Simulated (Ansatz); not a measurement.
# BaIn2Bi2 (element-swapped structure): how the settings move a single-point run

How sensitive is a single-point run of BaIn2Bi2 (element-swapped structure) to its settings? A reference run comes first, then four runs with altered input.

Method: reference: DFT r2SCAN, plane waves, PAW, scalar-relativistic, no spin polarisation, in Ansatz 0.2.0.

## 1. The structure to begin with

Symmetry: P-3m1, No. 164, trigonal system. Conventional cell: a = 5.055 Å, b = 5.055 Å, c = 8.302 Å, α = 90.00°, β = 90.00°, γ = 120.00°. Ba (site symmetry -3m) has 6 Bi at 3.58 Å as nearest neighbours. Bi (site symmetry 3m) has 4 In at 3.09 to 3.14 Å as nearest neighbours. Around In (site symmetry 3m) lie 4 Bi at 3.09 to 3.14 Å.

Coordinates:

```cif
data_structure
_symmetry_space_group_name_H-M 'P 1'
_symmetry_Int_Tables_number 1
_cell_length_a 5.0550
_cell_length_b 5.0550
_cell_length_c 8.3019
_cell_angle_alpha 90.000
_cell_angle_beta 90.000
_cell_angle_gamma 120.000
_cell_volume 183.72
loop_
_atom_site_label
_atom_site_type_symbol
_atom_site_fract_x
_atom_site_fract_y
_atom_site_fract_z
_atom_site_occupancy
Ba1 Ba 0.00000 0.00000 0.00000 1
Bi1 Bi 0.66670 0.33330 0.24992 1
Bi2 Bi 0.33330 0.66670 0.75008 1
In1 In 0.66670 0.33330 0.62760 1
In2 In 0.33330 0.66670 0.37240 1
```

## 2. Baseline

The input, input.yaml:

```yaml
crystal:
  lattice:
    - [5.054988, 0.0, 0.0]
    - [-2.527494, 4.377752, 0.0]
    - [0.0, 0.0, 8.301915]
  atoms:
    - { symbol: Ba, position: [0.0, 0.0, 0.0] }
    - { symbol: Bi, position: [0.6667, 0.3333, 0.24992] }
    - { symbol: Bi, position: [0.3333, 0.6667, 0.75008] }
    - { symbol: In, position: [0.6667, 0.3333, 0.6276] }
    - { symbol: In, position: [0.3333, 0.6667, 0.3724] }
  symmetry: { tolerance: 0.0003 }
kpoints:
  mp_grid: { grid: [4, 4, 2], shift: [0, 0, 0] }
magnetization:
  spin_polarized: false
scf:
  occupations: { method: fermi_dirac }
hamiltonian:
  pseudopotentials: { kind: paw }
  xc: r2scan
basis:
  ecutwfc: 500
output:
  forces: true
  stress: true
  eigenvalues: true
```

On the command line:

```sh
$ ansatz run input.yaml --threads 1 --pin off --max-ram 2560MiB --backend cpu --events-out ev --progress --plain --runs-dir out
```

## 3. Changed: n_extra_bands 32, lower_state_search light, ecutwfc 44.1 Ry

input.yaml, as its differences from that of step 2:

```diff
@@ -18,2 +18,4 @@
   occupations: { method: fermi_dirac }
+  n_extra_bands: 32
+  lower_state_search: light
 hamiltonian:
@@ -22,3 +24,3 @@
 basis:
-  ecutwfc: 500
+  ecutwfc: "44.1 Ry"
 output:
```

## 4. Changed: occupations.method tetrahedron_uncorrected, chi_scale 0.3, preconditioner kerker_dos

input.yaml, as its differences from that of step 2:

```diff
@@ -17,3 +17,5 @@
 scf:
-  occupations: { method: fermi_dirac }
+  occupations: { method: tetrahedron_uncorrected }
+  initial_density: { chi_scale: 0.3 }
+  mixing: { preconditioner: kerker_dos }
 hamiltonian:
```

## 5. Changing settings: occupations.method methfessel_paxton, occupations.width 0.01, accuracy high

input.yaml, as its differences from that of step 2:

```diff
@@ -17,3 +17,3 @@
 scf:
-  occupations: { method: fermi_dirac }
+  occupations: { method: methfessel_paxton, width: 0.01 }
 hamiltonian:
@@ -27 +27,2 @@
   eigenvalues: true
+accuracy: high
```

## 6. Changing settings: starting moments, spin_polarized true, ecutwfc 14.7 Ry

The input, input.yaml:

```yaml
crystal:
  lattice:
    - [5.054988, 0.0, 0.0]
    - [-2.527494, 4.377752, 0.0]
    - [0.0, 0.0, 8.301915]
  atoms:
    - { symbol: Ba, position: [0.0, 0.0, 0.0], spin: 2.0 }
    - { symbol: Bi, position: [0.6667, 0.3333, 0.24992], spin: -4.0 }
    - { symbol: Bi, position: [0.3333, 0.6667, 0.75008], spin: 2.0 }
    - { symbol: In, position: [0.6667, 0.3333, 0.6276], spin: 1.0 }
    - { symbol: In, position: [0.3333, 0.6667, 0.3724], spin: -1.0 }
  symmetry: { tolerance: 0.0003 }
kpoints:
  mp_grid: { grid: [4, 4, 2], shift: [0, 0, 0] }
magnetization:
  spin_polarized: true
scf:
  occupations: { method: fermi_dirac }
hamiltonian:
  pseudopotentials: { kind: paw }
  xc: r2scan
basis:
  ecutwfc: "14.7 Ry"
output:
  forces: true
  stress: true
  eigenvalues: true
  write_density: true
  write_potential: true
  elf: true
  volumetric_format: npy
```

Before running it: what results should come out? Wanted: for each run, ending; energy change; pressure; gap; force.

The runs gave:

| run | ending | energy change | pressure (GPa) | gap (eV) | force (eV/Å) | cycles | time |
| --- | --- | --- | --- | --- | --- | --- | --- |
| reference | converged | 0 | 1.0 | 0.00 | 0.32 | 7 | 9.5 s |
| 1: n_extra_bands 32, lower_state_search light, ecutwfc 44.1 Ry | converged | -0.4 meV/atom | 1.0 | 0.00 | 0.32 | 7 | 16 s |
| 2: occupations.method tetrahedron_uncorrected, chi_scale 0.3, preconditioner kerker_dos | converged | +37.2 meV/atom (σ→0) | 1.2 | 0.00 | 0.31 | 12 | 14 s |
| 3: occupations.method methfessel_paxton, occupations.width 0.01, accuracy high | converged | -0.3 meV/atom (σ→0) | 1.0 | 0.00 | 0.27 | 16 | 31 s |
| 4: starting moments, spin_polarized true, ecutwfc 14.7 Ry | converged | +7.24 eV/atom | 1.6 | 0.00 | 0.19 | 20 | 22 s |

Times don't compare one to one where runs were asked for different outputs or read a saved state (see the inputs); cycles may leave out searches for a lower state.

Residual by cycle in the longest SCF loop of each run; runs are numbered as in the table. The quantity is the density residual dr2, in eV.

```csv
cycle,reference,run 1,run 2,run 3,run 4
1,0.143,0.156,138,0.141,16.7
3,0.00327,0.00267,5.69,0.043,0.842
4,2.5e-4,2.2e-4,0.328,0.0233,0.28
6,7.5e-7,5.4e-7,0.00634,7.0e-4,0.0131
8,-,-,1.5e-4,5.8e-6,0.00584
10,-,-,1.8e-6,8.7e-7,5.3e-4
11,-,-,2.1e-7,3.6e-7,1.7e-4
13,-,-,-,1.3e-8,2.5e-6
15,-,-,-,2.4e-10,1.7e-7
17,-,-,-,-,1.1e-8
18,-,-,-,-,3.8e-9
20,-,-,-,-,1.1e-10
```

What this shows: Run 4 ran under the cutoff that the potentials recommend, as the log warns, so basis error is mixed into its values.

Caveats on the reference run: its mesh is coarse for a cell with so small a gap or none; the structure is made up and not relaxed.
